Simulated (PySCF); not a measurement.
# SrCa+: bond curves at several levels of theory

What are the lowest state that PBE0 finds, the bond length, vibrational wavenumber and bond energy of SrCa+, and how much do these hang on the method?

Method: Sr def2-SVP with ECP28, Ca def2-SVP, scalar-relativistic core potentials; program: PySCF 2.14.0.

## 1. The job

The job is set up so:

```json
{
 "atoms": "Sr, Ca",
 "charge": "1",
 "basis": "Sr def2-SVP with ECP28, Ca def2-SVP",
 "Hamiltonian": "scalar-relativistic core potentials",
 "basis functions": "47",
 "electrons treated": "29",
 "masses in u": "87.9056, 39.9626",
 "levels": "PBE0, PBE, r²SCAN, BLYP, M06-2X, PBEsol, HF, MP2, SCS-MP2, CCSD, CCSD(T)",
 "grid": "80 radial by 434 angular points",
 "occupations": "held fixed by the projection of orbital angular momentum",
 "dissociation limit": "Sr+ + Ca, each in its ground configuration",
 "starting distance in angstrom": "3.400",
 "values of 2S to try": "1, 3"
}
```

Run with:

```
$ OMP_NUM_THREADS=1 python dia.py task.json out
```

The runs that follow: The PBE0 curve of the state that the search chose; Other states along the same grid; PBE (GGA); r²SCAN; BLYP (GGA); M06-2X; PBEsol (GGA); ROHF; Adding correlation.

Q: Predict the outcome of this session. Wanted: for each run, Re; ωe; De; μ.

The runs gave:

Lowest PBE0 solution found, without spin–orbit coupling: ²Σ⁺ (doublet), unpaired electrons σ ↑. State 3 has its PBE0 minimum 1.55 eV higher. State 4 has its PBE0 minimum 1.60 eV higher. The other levels ran on the lowest alone.

```
       level  Re (Å)  ωe (cm⁻¹)  De (eV)  μ (D)
        ROHF   4.209       95.9     0.51   1.79
    ROHF-MP2   4.074      102.9     0.78    n/a
   ROHF-CCSD   4.100       99.6     0.85    n/a
ROHF-CCSD(T)   4.096       99.8     0.89    n/a
         PBE   4.030      101.1     1.10   2.29
      PBEsol   3.990      104.4     1.14   2.30
        BLYP   4.086       91.7     0.95   2.36
      r²SCAN   4.065      102.3     1.06   2.32
        PBE0   4.052      101.9     1.04   2.29
      M06-2X   4.059       97.0     1.17   2.50
```

De is counted to Sr+ + Ca in their ground configurations. A positive dipole points from Sr to Ca; in an ion it is taken about the centre of mass and does not tell which atom is negative. No constants: ROHF-SCS-MP2 (fits of two degrees disagree). ⟨S²⟩ is off the pure value of 0.75 by over a tenth at r²SCAN 0.87.

**Reading.** The methods spread over 0.219 Å in bond length, from PBEsol to ROHF. CCSD(T) can't serve as the judge here: for a weak bond in this basis it is far from its limit. Among the levels with a De in the table, it runs from 0.51 eV (ROHF) to 1.17 eV (M06-2X).

Correlated steps freeze 5 core orbitals. Spin–orbit coupling is left out.
